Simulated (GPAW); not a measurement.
# PBE-D3(BJ)/plane waves (scalar-relativistic datasets, plane-wave cutoff 340 eV, max step 0.04) run of C2H2AlF (SMILES C#[C][AlH][F])

Wanted: a geometry optimisation of C2H2AlF. The job is set up through an ASE script.

Program for the calculation: GPAW 26.7.0.

## Step 1: Starting point

C2H2AlF has 6 atoms, charge 0, and is taken as a singlet. As SMILES, `C#[C][AlH][F]`. All atoms were displaced at random from a relaxed shape. The run starts from this shape.

Bond lengths: C1–C2 1.226 Å, C2–Al3 1.930 Å, Al3–F4 1.642 Å, C1–H5 1.018 Å, Al3–H6 1.558 Å. Angles: C1–C2–Al3 176.7°, C2–Al3–F4 116.5°, C2–C1–H5 175.8°, C2–Al3–H6 124.4°, F4–Al3–H6 119.0°.

## Step 2: A geometry optimisation at PBE-D3(BJ)/plane waves (scalar-relativistic datasets, plane-wave cutoff 340 eV, max step 0.04)

Contents of calc.py:

```python
import numpy as np
from ase import Atoms
from ase.calculators.mixing import SumCalculator
from ase.io import write
from ase.optimize import BFGS
from ase.units import Bohr
from dftd3.ase import DFTD3
from gpaw import GPAW, PW

# Structure
positions_bohr = np.array(
              [[  3.152762,  -0.564316,  -1.498749],
               [  1.114294,  -0.226287,  -0.452950],
               [ -2.145657,   0.442493,   1.039251],
               [ -4.395244,  -1.604137,   0.426441],
               [  4.908550,  -0.796032,  -2.249124],
               [ -2.733015,   2.725998,   2.803501]])
atoms = Atoms(["C", "C", "Al", "F", "H", "H"], positions=positions_bohr * Bohr)
atoms.center(vacuum=5.0)

# GPAW settings
gpaw_calc = GPAW(mode=PW(340), maxiter=100, xc="PBE", symmetry="off", txt="-")
atoms.calc = SumCalculator([DFTD3(method="PBE", damping="d3bj"), gpaw_calc])

opt = BFGS(atoms, trajectory="molecule.traj", maxstep=0.04)
converged = opt.run(fmax=0.01, steps=40)
print("Converged:", converged)
print(f"Final energy: {atoms.get_potential_energy():.5f} eV")
print(f"r(H4-C0)                {atoms.get_distance(4, 0):.4f} Ang")
print(f"r(Al2-C1): {atoms.get_distance(2, 1):.4f} Ang")
write("relaxed.xyz", atoms)
```

Run with:

```sh
$ python3 calc.py
```

What values should one expect? Wanted: energy as printed; dipole moment; HOMO energy; LUMO energy; HOMO–LUMO gap; dispersion energy.

Computed results:

Level: PBE-D3(BJ)/plane waves (scalar-relativistic datasets, plane-wave cutoff 340 eV, max step 0.04).

```
                                              quantity         value
energy as printed (from the program's reference atoms)   -27.6681 eV
                                         dipole moment        1.94 D
                   HOMO energy (from the vacuum level)      -7.29 eV
                   LUMO energy (from the vacuum level)      -2.50 eV
                                         HOMO–LUMO gap       4.79 eV
                                     dispersion energy  -8.38 kJ/mol
```

In words: At the final geometry: Bond lengths: C1–C2 1.227 Å, C2–Al3 1.904 Å, Al3–F4 1.676 Å, C1–H5 1.081 Å, Al3–H6 1.578 Å. Angles: C1–C2–Al3 176.4°, C2–Al3–F4 117.7°, C2–C1–H5 179.8°, C2–Al3–H6 124.2°, F4–Al3–H6 118.0°. The optimisation took 27 steps and changed the energy by -0.150 eV.
